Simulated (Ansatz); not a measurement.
# BClFH4NSi: the cost of one run

Program: Ansatz 0.2.0. Level of theory: RKS PBE0-D4/def2-SVP. These are calculated values, not measurements.

## 1. Starting geometry

SMILES `N[SiH](Cl)BF`, 9 atoms, charge 0, spin multiplicity 1.

Atoms are counted from 1 here; the program's logs count them from 0.

Bond lengths: N1–Si2 1.731 Å, N1–H6 1.024 Å, N1–H7 1.024 Å, Si2–Cl3 2.130 Å, Si2–B4 2.030 Å, Si2–H8 1.500 Å, B4–F5 1.336 Å, B4–H9 1.223 Å. Angles: Si2–N1–H6 118.3°, Si2–N1–H7 121.1°, H6–N1–H7 110.6°, N1–Si2–Cl3 115.9°, N1–Si2–B4 110.3°, N1–Si2–H8 107.7°, Cl3–Si2–B4 98.9°, Cl3–Si2–H8 105.4°, B4–Si2–H8 118.7°, Si2–B4–F5 118.5°, Si2–B4–H9 124.8°, F5–B4–H9 116.5°.

As a file:

```mol
BClFH4NSi
  3D, bonds by distance, orders not assigned

  9  8  0  0  0  0  0  0  0  0999 V2000
    0.9512    0.9968    0.7860 N   0  0
    0.4349   -0.4933    0.0725 Si  0  0
    1.1828   -0.8997   -1.8803 Cl  0  0
   -1.5472   -0.4182   -0.3586 B   0  0
   -2.1256    0.7788   -0.4891 F   0  0
    0.5848    1.8717    0.4008 H   0  0
    1.9136    1.1209    1.1117 H   0  0
    0.9424   -1.6112    0.9341 H   0  0
   -2.2485   -1.3924   -0.5942 H   0  0
  1  2  8  0
  1  6  8  0
  1  7  8  0
  2  3  8  0
  2  4  8  0
  2  8  8  0
  4  5  8  0
  4  9  8  0
M  END
```

This geometry comes from a loose relaxation at PBE in a small basis, which is not shown.

## 3. The grid

The axes are (1) dihedral N1–Si2–B4–F5: 12 values from −180 to 150 °, periodic; (2) dihedral H6–N1–Si2–B4: 12 values from −180 to 150 °, periodic.

Nothing else is relaxed (all other coordinates rigid). Energies count from the relaxed molecule at the same level. Points are written as (first, second).

(The set-up runs are not shown.)

## 4. Grid point (−60°, −90°)

Contents of input.yaml:

```yaml
crystal:
  periodic: [false, false, false]
  atoms:
    - { symbol: "N", position_ang: [0.952061, 0.992424, 0.753879] }
    - { symbol: Si, position_ang: [0.436586, -0.486555, 0.054775] }
    - { symbol: Cl, position_ang: [-0.285661, -0.343891, -1.921841] }
    - { symbol: B, position_ang: [-1.20839, -1.178977, 1.013105] }
    - { symbol: F, position_ang: [-1.124206, -1.442531, 2.307966] }
    - { symbol: H, position_ang: [0.585487, 1.866883, 0.393142] }
    - { symbol: H, position_ang: [1.895032, 1.108434, 1.108489] }
    - { symbol: H, position_ang: [1.611293, -1.397976, -0.021182] }
    - { symbol: H, position_ang: [-2.29842, -1.315598, 0.498573] }
basis:
  gaussian: { orbitals: def2-SVP }
hamiltonian:
  xc: pbe0
  dispersion: d4
output:
  forces: true
```

On the command line:

```sh
$ ansatz run input.yaml --threads 1 --pin off --max-ram 2560MiB --backend cpu --events-out ev --progress --plain --runs-dir out
```

Q: Estimate wall time and peak memory on 1 thread of INTEL XEON PLATINUM 8581C at 2.30GHz (Emerald Rapids), shared host.

About 2.2 s, with a peak of 0.2 GiB.
